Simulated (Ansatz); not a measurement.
# HgTe: the cost of one run

Computed with Ansatz 0.2.0 (DFT, PBE, plane-wave PAW, default files, with spin-orbit coupling, frozen cores).

1 further run of the same task is left out (it didn't finish).

**1. The system as given**

It takes space group F-43m (No. 216, cubic). The conventional cell has a = 6.447 Å, b = 6.447 Å, c = 6.447 Å, α = 90.00°, β = 90.00°, γ = 90.00°. Hg (site symmetry -43m) is surrounded by 4 Te at 2.79 Å. Around Te (site symmetry -43m) lie 4 Hg at 2.79 Å.

Coordinates:

```cif
data_structure
_symmetry_space_group_name_H-M 'P 1'
_symmetry_Int_Tables_number 1
_cell_length_a 4.5587
_cell_length_b 4.5587
_cell_length_c 4.5587
_cell_angle_alpha 60.000
_cell_angle_beta 60.000
_cell_angle_gamma 60.000
_cell_volume 66.99
loop_
_atom_site_label
_atom_site_type_symbol
_atom_site_fract_x
_atom_site_fract_y
_atom_site_fract_z
_atom_site_occupancy
Hg1 Hg 0.00000 0.00000 0.00000 1
Te1 Te 0.25000 0.25000 0.25000 1
```

The earlier run gave: no gap over 0.1 eV on the mesh, largest force 0.000 eV/Å, pressure 4.1 GPa.

Site by site (atoms counted from 1):

| site | atoms | first shell | V_zz (10²¹ V/m²) | η | C_Q (MHz) |
| --- | --- | --- | --- | --- | --- |
| Hg | 1 | 4 Te at 2.79 Å | 0.00 | – | 0 (²⁰¹Hg) |
| Te | 2 | 4 Hg at 2.79 Å | 0.00 | – | – |

V_zz is the principal component of the electric field gradient with the largest magnitude, η = (V_xx − V_yy)/V_zz and C_Q = eQV_zz/h. Quadrupole moments are those of Pyykkö's year-2017 table. A dash under C_Q marks elements without a common quadrupolar isotope.

**2. Spin-orbit coupling at the relaxed positions**

The input, input.yaml:

```yaml
crystal:
  lattice:
    - [0.0, 3.2235, 3.2235]
    - [3.2235, 0.0, 3.2235]
    - [3.2235, 3.2235, 0.0]
  atoms:
    - { symbol: Hg, position: [0.0, 0.0, 0.0] }
    - { symbol: Te, position: [0.25, 0.25, 0.25] }
kpoints:
  mp_grid: { grid: [13, 13, 13] }
scf:
  occupations: { method: fermi_dirac, width: 0.05 }
hamiltonian:
  xc: pbe
  pseudopotentials: { kind: paw_fr, frozen_core: stored }
output:
  forces: true
  stress: true
  populations: true
  efg: { quadrupole_moments_barn: { Hg: 0.387 } }
  write_density: true
  write_potential: true
  elf: true
  volumetric_format: npy
magnetization:
  noncollinear: true
  spin_orbit: true
```

Launch:

```console
$ ansatz run input.yaml --threads 1 --pin off --max-ram 3072MiB --backend cpu --events-out ev --progress --plain --runs-dir out
```

What time and memory should one allow on 1 thread of Intel Xeon at 2.50GHz (Skylake/Cascade Lake), shared host?

About 2.3 min, with a peak of 0.74 GiB.
